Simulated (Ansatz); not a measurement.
# Be3ZnTe4: the cost of one run

Method: DFT PBE, scalar-relativistic, plane waves, PAW, in Ansatz 0.2.0.

## (1) Starting point

Symmetry: P-4m2, No. 115, tetragonal system. Conventional cell: a = 4.085 Å, b = 4.085 Å, c = 11.657 Å, α = 90.00°, β = 90.00°, γ = 90.00°. Be (site symmetry -4m2) is surrounded by 4 Te at 2.47 Å. Be (site symmetry 2mm) is surrounded by 4 Te at 2.46 to 2.48 Å. Zn (site symmetry -4m2) is surrounded by 4 Te at 2.63 Å. Te (site symmetry 2mm) has 4 Be at 2.47 to 2.48 Å in its first shell of neighbours. Te (site symmetry 2mm) is surrounded by 2 Be at 2.46 Å and 2 Zn at 2.63 Å.

Coordinates:

```
Be Zn Te
1.0
     4.08498    0.00000    0.00000
     0.00000    4.08498    0.00000
     0.00000    0.00000   11.65674
Be Zn Te
3 1 4
Direct
  0.00000 0.00000 0.00000
  0.50000 0.50000 0.23958
  0.50000 0.50000 0.76042
  0.00000 0.00000 0.50000
  0.50000 0.00000 0.11962
  0.00000 0.50000 0.35772
  0.50000 0.00000 0.64228
  0.00000 0.50000 0.88038
```

The start is the relaxed end of an invented cell (made as: elements ordered on the sites of the BeTe type, Be/Zn on Be (P-4m2, No. 115)), taken up again for a closer look.

## (2) The guess as it stands, on a coarse mesh

input.yaml

```yaml
crystal:
  lattice:
    - [4.0849839, 0.0, 0.0]
    - [0.0, 4.0849839, 0.0]
    - [0.0, 0.0, 11.6567357]
  atoms:
    - { symbol: Be, position: [0.0, 0.0, 0.0] }
    - { symbol: Be, position: [0.5, 0.5, 0.239578] }
    - { symbol: Be, position: [0.5, 0.5, 0.760422] }
    - { symbol: Zn, position: [0.0, 0.0, 0.5] }
    - { symbol: Te, position: [0.5, 0.0, 0.119624] }
    - { symbol: Te, position: [0.0, 0.5, 0.35772] }
    - { symbol: Te, position: [0.5, 0.0, 0.64228] }
    - { symbol: Te, position: [0.0, 0.5, 0.880376] }
basis:
  ecutwfc: 420
kpoints:
  mp_grid: { grid: [4, 4, 2] }
hamiltonian:
  xc: pbe
scf:
  occupations: { method: gaussian, width: 0.1 }
  lower_state_search: "off"
output:
  forces: true
  stress: true
  eigenvalues: true
```

Started as:

```bash
ansatz run input.yaml --threads 4 --pin off --max-ram 8192MiB --backend cpu --events-out ev --progress --plain --runs-dir out
```

Q: Estimate wall time and peak memory on 4 threads of Intel Xeon 6975P-C (Granite Rapids), shared host.

About 1.3 s, with a peak of 0.59 GiB.
